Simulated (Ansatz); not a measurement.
Write a Python script for Ansatz 0.2.0 through its Python package that makes a ladder of methods at one geometry of C₃H₇I, SMILES CCCI. Settings (for the species named): MP2, def2-SVP basis, multiplicity 1. The script varies method: mp2, ccsd, ccsd_t.

Input file `c3h7i.xyz`:
```text
11

C    -0.07270    1.30100   -0.11930
C     0.18170   -0.09890   -0.60320
C     0.08390   -1.14970    0.54730
I    -1.92570   -1.64520    0.99590
H     0.09850    2.03110   -0.93600
H    -1.12760    1.42590    0.16080
H     0.52710    1.60610    0.72430
H    -0.39840   -0.40290   -1.43390
H     1.22410   -0.11290   -0.93580
H     0.60530   -0.80860    1.41390
H     0.62910   -2.11880    0.19420
```

`run_methods.py`:
```python
'''One geometry of C3H7I, method by method.'''

import ansatz as az

mol = az.Crystal.molecule_from_extxyz('c3h7i.xyz')

model = mol.calculation().basis(gaussian='def2-SVP')

methods = ['mp2', 'ccsd', 'ccsd_t']
reports = [model.correlation(m).run(threads=1, backend='cpu').report for m in methods]
print(f'Hartree-Fock reference {reports[0]["reference_energy_ev"] / 27.211386246:.6f} Ha')
best = reports[-1]['free_energy_ev'] - reports[-1]['reference_energy_ev']
for method, each in zip(methods, reports):
    gained = each['free_energy_ev'] - each['reference_energy_ev']
    print(f'{method:8s} total {each["free_energy_ev"] / 27.211386246:.6f} Ha  correlation {gained:9.4f} eV  ({100 * gained / best:.1f} % of the last)')
```

```console
$ python run_methods.py
Hartree-Fock reference -414.237248 Ha
mp2      total -414.795823 Ha  correlation  -15.1996 eV  (89.3 % of the last)
ccsd     total -414.844941 Ha  correlation  -16.5362 eV  (97.2 % of the last)
ccsd_t   total -414.862484 Ha  correlation  -17.0135 eV  (100.0 % of the last)
```

What to keep in mind:
- Total energies depend on the basis set; only differences at equal settings carry meaning.
- The geometry is a force-field or estimated start, not a minimum of this method, and the basis set is short of its limit. A lower total doesn't mark the better method: functionals have no common bound, and MP2 and coupled cluster aren't variational.
- def2 sets replace the cores of elements past krypton by effective core potentials.
- Inner cores stay frozen; a filled d shell under the valence of the heavier atoms is correlated with it.
- Hardware and time: 36 s on 1 thread of Arm Neoverse V1, with other jobs on the host, peak memory 0.59 GiB.

(Lines on the test bed's own set-up are left out of the output.)
